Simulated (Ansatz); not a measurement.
# Sr2SiS4: the cost of one run

Computed with Ansatz 0.2.0 (DFT, PBE, plane-wave PAW, default files, scalar-relativistic, as far as a step names no other, unless a step's input says otherwise).

## Step 1: Starting point

Symmetry: P2_1/m, No. 11, monoclinic system. The conventional cell has a = 6.609 Å, b = 6.660 Å, c = 8.262 Å, α = 90.00°, β = 108.22°, γ = 90.00°. Sr (site symmetry m) is surrounded by 6 S at 2.96 to 3.13 Å. Sr (site symmetry m) has 8 S at 3.04 to 3.46 Å as nearest neighbours. Si (site symmetry m) has 4 S at 2.12 to 2.13 Å as nearest neighbours. S (site symmetry m) has 1 Si at 2.12 Å and 2 Sr at 3.03 to 3.16 Å as nearest neighbours. S (site symmetry m) has 1 Si at 2.13 Å and 2 Sr at 2.96 to 3.04 Å as nearest neighbours. Around S (site symmetry 1) lie 1 Si at 2.12 Å and 4 Sr at 3.01 to 3.13 Å.

As a file:

```cif
data_structure
_symmetry_space_group_name_H-M 'P 1'
_symmetry_Int_Tables_number 1
_cell_length_a 6.6087
_cell_length_b 6.6595
_cell_length_c 8.2623
_cell_angle_alpha 90.000
_cell_angle_beta 108.216
_cell_angle_gamma 90.000
_cell_volume 345.41
loop_
_atom_site_label
_atom_site_type_symbol
_atom_site_fract_x
_atom_site_fract_y
_atom_site_fract_z
_atom_site_occupancy
Sr1 Sr 0.28367 0.75000 0.95181 1
Sr2 Sr 0.71633 0.25000 0.04819 1
Sr3 Sr 0.22483 0.75000 0.42926 1
Sr4 Sr 0.77517 0.25000 0.57074 1
Si1 Si 0.72130 0.75000 0.79685 1
Si2 Si 0.27870 0.25000 0.20315 1
S1 S 0.88645 0.75000 0.06158 1
S2 S 0.11355 0.25000 0.93842 1
S3 S 0.91690 0.75000 0.63567 1
S4 S 0.08310 0.25000 0.36433 1
S5 S 0.51038 0.50197 0.73725 1
S6 S 0.48962 0.00197 0.26275 1
S7 S 0.48962 0.49803 0.26275 1
S8 S 0.51038 0.99803 0.73725 1
```

## Step 2: First run, atoms as given

input.yaml

```yaml
crystal:
  lattice:
    - [6.6087392105, 0.0, 0.0]
    - [0.0, 6.65954238, 0.0]
    - [-2.5827482587, 0.0, 7.848229828]
  atoms:
    - { symbol: Sr, position: [0.2836712, 0.75, 0.95180912] }
    - { symbol: Sr, position: [0.7163288, 0.25, 0.04819088] }
    - { symbol: Sr, position: [0.2248299, 0.75, 0.42926377] }
    - { symbol: Sr, position: [0.7751701, 0.25, 0.57073623] }
    - { symbol: Si, position: [0.72130103, 0.75, 0.7968462] }
    - { symbol: Si, position: [0.27869897, 0.25, 0.2031538] }
    - { symbol: S, position: [0.88645343, 0.75, 0.06157594] }
    - { symbol: S, position: [0.11354657, 0.25, 0.93842406] }
    - { symbol: S, position: [0.91690048, 0.75, 0.63566798] }
    - { symbol: S, position: [0.08309952, 0.25, 0.36433202] }
    - { symbol: S, position: [0.51038414, 0.50196672, 0.7372482] }
    - { symbol: S, position: [0.48961586, 0.00196672, 0.2627518] }
    - { symbol: S, position: [0.48961586, 0.49803328, 0.2627518] }
    - { symbol: S, position: [0.51038414, 0.99803328, 0.7372482] }
kpoints:
  mp_grid: { grid: [5, 4, 4] }
scf:
  occupations: { method: fermi_dirac, width: 0.02 }
hamiltonian:
  xc: pbe
  pseudopotentials: { kind: paw }
output:
  forces: true
  stress: true
  populations: true
  efg:
    quadrupole_moments_barn: { Sr: 0.305, S: -0.0694 }
    contact_densities: true
```

Run with:

```
$ ansatz run input.yaml --threads 1 --pin off --max-ram 2560MiB --backend cpu --events-out ev --progress --plain --runs-dir out
```

What time and memory should one allow on 1 thread of Arm Neoverse V2, shared host?

About 68 s, with a peak of 0.83 GiB.
